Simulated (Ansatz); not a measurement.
# CH₄SSe (SMILES C[Se]S): functionals against CCSD(T) at one geometry

An exercise on one series of results from a longer session: the logs are not shown, and one member is left open.

Program: Ansatz 0.2.0, Gaussian basis. Level of theory: single points in def2-TZVPP. These are calculated values, not measurements.

Cores are frozen in the correlated methods. Filled d shells of the heavier atoms are correlated. B3LYP uses VWN-RPA correlation.

### Starting geometry

7 atoms, charge 0, spin multiplicity 1.

Atoms are counted from 1 here; the program's logs count them from 0.

Bond lengths: C1–Se2 1.985 Å, C1–H4 1.097 Å, C1–H5 1.068 Å, C1–H6 1.074 Å, Se2–S3 2.176 Å, S3–H7 1.344 Å. Angles: Se2–C1–H4 109.2°, Se2–C1–H5 109.8°, Se2–C1–H6 107.5°, H4–C1–H5 109.9°, H4–C1–H6 110.3°, H5–C1–H6 110.2°, C1–Se2–S3 98.9°, Se2–S3–H7 97.0°.

Geometry (Å):

```
C    -0.88410    0.48840   -0.28030
Se    0.50460    0.50820    1.13850
S     2.05420   -0.61810    0.10650
H    -1.18460   -0.54850   -0.47630
H    -0.49690    0.92890   -1.17230
H    -1.72140    1.05640    0.08040
H     1.72620   -1.82890    0.58820
```

Set-up of the first run:

Input file run/in.yaml:

```yaml
crystal:
  periodic: [false, false, false]
  atoms:
    - {symbol: C, position_ang: [-0.884100, 0.488400, -0.280300]}
    - {symbol: Se, position_ang: [0.504600, 0.508200, 1.138500]}
    - {symbol: S, position_ang: [2.054200, -0.618100, 0.106500]}
    - {symbol: H, position_ang: [-1.184600, -0.548500, -0.476300]}
    - {symbol: H, position_ang: [-0.496900, 0.928900, -1.172300]}
    - {symbol: H, position_ang: [-1.721400, 1.056400, 0.080400]}
    - {symbol: H, position_ang: [1.726200, -1.828900, 0.588200]}
basis:
  gaussian: {orbitals: def2-TZVPP}
correlation: {method: ccsd_t}
output: {forces: true}
```

The command line of these runs was not kept.

Among the steps run: CCSD(T)/def2-TZVPP; PBE0-D4/def2-TZVPP; wB97M-V/def2-TZVPP; r2SCAN-D4/def2-TZVPP; PBE-D4/def2-TZVPP; revPBE-D4/def2-TZVPP; B3LYP-D4/def2-TZVPP.

One table of the session follows, with a row left open; its other results are not shown here.

| method | RMS force component (eV/Å) | angle to CCSD(T) forces (°) | dipole (D) |
| --- | --- | --- | --- |
| CCSD(T) | 0.367 | reference | 1.60 |
| PBE0-D4 | 0.366 | 14.8 | 1.67 |
| wB97M-V | 0.360 | 10.6 | 1.62 |
| r2SCAN-D4 | ? | ? | ? |
| PBE-D4 | 0.402 | 24.5 | 1.59 |
| revPBE-D4 | 0.409 | 26.9 | 1.58 |
| B3LYP-D4 | 0.346 | 14.6 | 1.61 |

Q: Estimate the row for r2SCAN-D4 from the others.

The run gave: RMS force component (eV/Å): 0.339; angle to CCSD(T) forces (°): 11.4; dipole (D): 1.69. In the column «RMS force component (eV/Å)» it is the lowest.
